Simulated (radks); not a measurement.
# Ionisation of Au³⁺: one atom, several choices of relativity

One table from this session's results is given with a row withheld; the runs are named, their logs left out.

The numbers are computed with radks (a radial shooting solver on a logarithmic mesh, Libxc functionals) version 1 (Kohn-Sham, PBE, spin-unpolarised, spherical densities), except any that are marked as measured or tabulated.

**What is computed**

- element: gold (Z = 79)
- charge: +3
- electrons: 76
- configuration: [Xe] 4f14 5d8
- ion: Au⁴⁺, [Xe] 4f14 5d7
- choices: non-relativistic; scalar-relativistic; Dirac, 2j+1 shares; Dirac, low j first; scalar-relativistic, finite nucleus; Dirac, 2j+1 shares, finite nucleus; Dirac, c × 3; Dirac, c × 0.75; Dirac, c × 1.25

Set-up of the first run:

The run's settings:

```text
Z 79
configuration [Xe] 4f14 5d8 6s0 6p0
relativity non-relativistic
functional pbe,pbe
spin unpolarised
nucleus point
```

Among the steps run: non-relativistic: Au³⁺.

One table of the session follows, with a row left open; its other results are not shown here.

It belongs to the step «non-relativistic: Au³⁺». Sizes of the orbitals, from the radial functions (bohr):

| level | <r> | outermost maximum (interpolated) | 90 % within | nodes |
| --- | --- | --- | --- | --- |
| 4p | ? | ? | ? | ? |
| 4d | 0.4608 | 0.413 | 0.686 | 1 |
| 4f | 0.4864 | 0.370 | 0.777 | 0 |
| 5s | 1.021 | 0.934 | 1.46 | 4 |
| 5p | 1.105 | 0.990 | 1.60 | 3 |
| 5d | 1.415 | 1.17 | 2.13 | 2 |
| 6s | 2.508 | 2.27 | 3.57 | 5 |
| 6p | 2.886 | 2.61 | 4.12 | 4 |

Q: Estimate the row for 4p from the others.

The run gave: <r>: 0.4528; outermost maximum (interpolated): 0.421; 90 % within: 0.655; nodes: 2. In the column «<r>» it is the lowest.

Caveats from the session: Spin polarisation and multiplet splitting of open shells are left out at every level.
